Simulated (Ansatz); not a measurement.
# CH4ClOSi radical: one species, many methods

An exercise on one series of results from a longer session: the logs are not shown, and one member is left open.

Program: Ansatz 0.2.0, Gaussian basis. Level of theory: functionals in def2-TZVPP, the program's frozen cores in correlated methods. These are calculated values, not measurements.

The runs, in order: LDA (SPW92), PBE-D4, revPBE-D4, BLYP-D4, r2SCAN-D4, B97M-V, PBE0-D4, B3LYP-D4, r2SCANh-D4, r2SCAN0-D4, HSE06-D4, BHLYP-D4, CAM-B3LYP-D4, LC-ωPBE, ωB97X-V, ωB97M-V, B2PLYP, PBE-QIDH; CCSD(T)/def2-SVP; CCSD(T)/def2-TZVPP; CCSD(T)/def2-QZVPP; extrapolation to the limit; RPA on PBE.

## Structure used throughout

The geometry comes from an earlier relaxation with PBE0-D4 in a triple-zeta def2 set; it is a stationary point, not always the lowest conformer.

8 atoms, charge 0, spin multiplicity 2.

Atoms are counted from 1 here; the program's logs count them from 0.

Bond lengths: C1–Si2 1.861 Å, C1–H5 1.091 Å, C1–H6 1.094 Å, C1–H7 1.092 Å, Si2–O3 1.645 Å, Si2–Cl4 2.077 Å, O3–H8 0.959 Å. Angles: Si2–C1–H5 110.6°, Si2–C1–H6 109.2°, Si2–C1–H7 110.0°, H5–C1–H6 109.0°, H5–C1–H7 109.0°, H6–C1–H7 108.9°, C1–Si2–O3 106.5°, C1–Si2–Cl4 109.5°, O3–Si2–Cl4 109.7°, Si2–O3–H8 117.7°.

Set-up of the first run:

in.yaml

```yaml
crystal:
  periodic: [false, false, false]
  atoms:
    - {symbol: C, position_ang: [-0.742511, 0.887918, -0.103259]}
    - {symbol: Si, position_ang: [0.670138, -0.268396, -0.463386]}
    - {symbol: O, position_ang: [1.320731, -0.676262, 0.990975]}
    - {symbol: Cl, position_ang: [-0.052325, -1.971348, -1.408448]}
    - {symbol: H, position_ang: [-1.245202, 1.179216, -1.026414]}
    - {symbol: H, position_ang: [-1.460581, 0.384725, 0.550442]}
    - {symbol: H, position_ang: [-0.373622, 1.784163, 0.399372]}
    - {symbol: H, position_ang: [1.975570, -1.377017, 1.005018]}
basis:
  gaussian: {orbitals: def2-TZVPP}
magnetization: {spin_polarized: true, initial_magnetization: 1}
hamiltonian: {xc: lda}
output: {orbitals: {seedname: orbitals}}
```

Command:

```sh
> ansatz run in.yaml --threads 2 --pin off --events-out ev --progress --plain --max-ram 32768MiB --backend cpu
```

Among the steps run: LDA; PBE-D4 (GGA); revPBE-D4 (GGA); BLYP-D4 (GGA); r2SCAN-D4 (meta-GGA); B97M-V (meta-GGA); B3LYP-D4 (hybrid); r2SCANh-D4 (hybrid); r2SCAN0-D4 (hybrid); HSE06-D4 (hybrid); BHLYP-D4 (hybrid); CAM-B3LYP-D4 (range-separated); LC-ωPBE (range-separated); ωB97X-V (range-separated); ωB97M-V (range-separated); B2PLYP (double hybrid); PBE-QIDH (double hybrid).

One table of the session follows, with a row left open; its other results are not shown here.

It belongs to the step «Orbital energies across the functionals». 

| functional | HOMO (eV) | LUMO (eV) | gap (eV) |
| --- | --- | --- | --- |
| LDA (SPW92) | -4.70 | -3.49 | 1.21 |
| PBE-D4 | -4.72 | -3.04 | 1.67 |
| revPBE-D4 | -4.69 | -2.89 | 1.80 |
| BLYP-D4 | -4.53 | -3.11 | 1.42 |
| r2SCAN-D4 | -5.08 | -2.55 | 2.53 |
| B97M-V | -4.76 | -3.17 | 1.59 |
| PBE0-D4 | -5.93 | -2.14 | 3.80 |
| B3LYP-D4 | -5.66 | -2.57 | 3.09 |
| r2SCANh-D4 | -5.53 | -2.26 | 3.27 |
| r2SCAN0-D4 | -6.20 | -1.83 | 4.36 |
| HSE06-D4 | -5.53 | -2.52 | 3.01 |
| BHLYP-D4 | -6.99 | -1.39 | 5.60 |
| CAM-B3LYP-D4 | -7.19 | -1.30 | 5.88 |
| LC-ωPBE | ? | ? | ? |
| ωB97X-V | -8.10 | -0.42 | 7.67 |
| ωB97M-V | -7.69 | -0.58 | 7.12 |

Q: Estimate the row for LC-ωPBE from the others.

As computed: HOMO (eV): -8.61; LUMO (eV): 0.17; gap (eV): 8.78. In the column «HOMO (eV)» it is the lowest.
